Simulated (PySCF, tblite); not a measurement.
# C4H17NSi3: geometry, infrared bands and NMR shifts

Wanted: the infrared bands and NMR shifts of C4H17NSi3 (`CC(C)(C)N[SiH2][SiH2][SiH3]`), by calculation.

Computed with tblite 0.8.0 and PySCF 2.14.0, with density-fitted response routines of our own, on a single molecule in the gas phase. Atoms count from 0, in the outputs and in this text.

### 1 The molecule as given

25 atoms, charge 0, multiplicity 1; geometry from: force field or distance geometry start.

Bonds of the start (Å): C0–C1 1.51, C1–C2 1.51, C1–C3 1.51, C1–N4 1.46, N4–Si5 1.78, Si5–Si6 2.23, Si6–Si7 2.20, C0–H8 1.11, C0–H9 1.11, C0–H10 1.11, C2–H11 1.12, C2–H12 1.12, C2–H13 1.09, C3–H14 1.08, C3–H15 1.12, C3–H16 1.13, N4–H17 1.05, Si5–H18 1.46, Si5–H19 1.48, Si6–H20 1.48, Si6–H21 1.48, Si7–H22 1.47, Si7–H23 1.45, Si7–H24 1.48.

### 2 Relaxing the molecule with GFN2-xTB

The job: settings as JSON, then the geometry in Å.

```
{"job": {"kind": "relax", "xc": "GFN2-xTB", "basis": "xTB"}, "charge": 0, "multiplicity": 1}
C     -2.475900     0.639100     1.409700
C     -1.616200     0.103400     0.290800
C     -1.682600     0.966600    -0.947400
C     -2.192000    -1.240600    -0.095700
N     -0.223200    -0.006600     0.696600
Si     0.755600    -0.645100    -0.642500
Si     2.746300     0.333300    -0.853600
Si     4.215000    -0.238000     0.686500
H     -2.134900     1.636900     1.756200
H     -3.551700     0.659900     1.118000
H     -2.425200    -0.020300     2.302400
H     -1.988400     0.315900    -1.804800
H     -2.474200     1.749200    -0.809700
H     -0.681500     1.360500    -1.147400
H     -2.054500    -1.369700    -1.157900
H     -1.741900    -2.051000     0.541600
H     -3.299300    -1.156100     0.086000
H      0.157300     0.912800     1.028500
H      0.035400    -0.389800    -1.889600
H      0.869100    -2.106100    -0.455600
H      2.652400     1.805500    -0.857500
H      3.265900    -0.055400    -2.188200
H      3.676900    -1.027200     1.807500
H      4.910000     0.921200     1.221200
H      5.246600    -1.074000     0.028800
```

On the command line:

```sh
OMP_NUM_THREADS=1 python probes_run.py task.json out
```

One launch serves the whole session: the jobs run in the order shown.

**Question.** This job is followed by: GFN2-xTB harmonic vibrations, gas phase; GIAO PBE0/pcSseg-1 NMR shielding, non-relativistic, gas phase. Predict these results of the whole session: strongest single infrared mode (GFN2-xTB); zero-point energy (GFN2-xTB); 13C shifts against TMS (PBE0/pcSseg-1, means over atoms taken as alike); 1H shifts against TMS (PBE0/pcSseg-1, means over atoms taken as alike); 15N shifts against NH3 (PBE0/pcSseg-1); 29Si shifts against TMS (PBE0/pcSseg-1).

**Answer**, as computed:

| quantity | value |
| --- | --- |
| strongest single infrared mode (GFN2-xTB) | 630 cm⁻¹, 706 km/mol |
| zero-point energy (GFN2-xTB) | 121.0 kcal/mol |
| 13C shifts against TMS (PBE0/pcSseg-1, means over atoms taken as alike) | 50.6, 33.7 ppm |
| 1H shifts against TMS (PBE0/pcSseg-1, means over atoms taken as alike) | 5.10, 3.52, 3.19, 1.25, -0.27 ppm |
| 15N shifts against NH3 (PBE0/pcSseg-1) | 54.4 ppm |
| 29Si shifts against TMS (PBE0/pcSseg-1) | -63.8, -118.6, -136.3 ppm |

**Reading.** The optimisation took 191 steps and gained 1.280 eV; among the close pairs (by a distance rule), Si6–Si7 changed most, from 2.203 to 2.313 Å. The lowest mode is imaginary (41i cm⁻¹), so the xTB geometry is not a minimum. The strongest single mode, at 630 cm⁻¹, is carried by H21, H20, Si6. Unscaled tight-binding wavenumbers are off by several per cent, some by more. Its intensities can rank the bands wrongly. C1 (fully substituted sp3 carbon bonded to N) lies farthest downfield among carbon, at 50.6 ppm; pulled downfield by the heteroatom. At PBE0/pcSseg-1: Shielding is most anisotropic at N4 (span 110 ppm, paramagnetic term -113 ppm).
